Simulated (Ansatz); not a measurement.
# P (P, hcp): the cost of one run

Program: Ansatz 0.2.0. Level of theory: DFT BLYP, plane waves (420 eV) with PAW, scalar-relativistic; PBE-made PAW files. These are calculated values, not measurements.

### 1 The structure to begin with

The structure is hexagonal, space group P6_3/mmc (No. 194). The conventional cell has a = 2.782 Å, b = 2.782 Å, c = 4.543 Å, α = 90.00°, β = 90.00°, γ = 120.00°. P (site symmetry -6m2) has 12 P at 2.78 Å as nearest neighbours.

Coordinates:

```cif
data_structure
_symmetry_space_group_name_H-M 'P6_3/mmc'
_symmetry_Int_Tables_number 194
_cell_length_a 2.7819
_cell_length_b 2.7819
_cell_length_c 4.5428
_cell_angle_alpha 90.000
_cell_angle_beta 90.000
_cell_angle_gamma 120.000
_cell_volume 30.45
loop_
_atom_site_label
_atom_site_type_symbol
_atom_site_symmetry_multiplicity
_atom_site_Wyckoff_symbol
_atom_site_fract_x
_atom_site_fract_y
_atom_site_fract_z
_atom_site_occupancy
P1 P 2 c 0.33333 0.66667 0.25000 1
```

### 2 Relaxation of the cell

input.yaml reads:

```yaml
crystal:
  lattice:
    - [2.78185738, 0.0, 0.0]
    - [-1.39092869, 2.4091591608, 0.0]
    - [0.0, 0.0, 4.5427731016]
  atoms:
    - { symbol: P, position: [0.3333333333, 0.6666666667, 0.25] }
    - { symbol: P, position: [0.6666666667, 0.3333333333, 0.75] }
hamiltonian:
  xc: blyp
  pseudopotentials:
    kind: paw
    azcp:
      P: "pseudopotentials/P.paw.azcp"
basis:
  ecutwfc: 420
  fft_grid_basis: typed
kpoints:
  mp_grid: { grid: [13, 13, 7], shift: [0, 0, 0] }
magnetization:
  spin_polarized: false
scf:
  occupations: { method: fermi_dirac, width: 0.1 }
relax:
  max_steps: 60
  f_tol: 0.01
  cell: {}
```

What time and memory should one allow on 2 threads of an x86-64 CPU, shared host?

About 7.3 s, with a peak of 0.38 GiB.
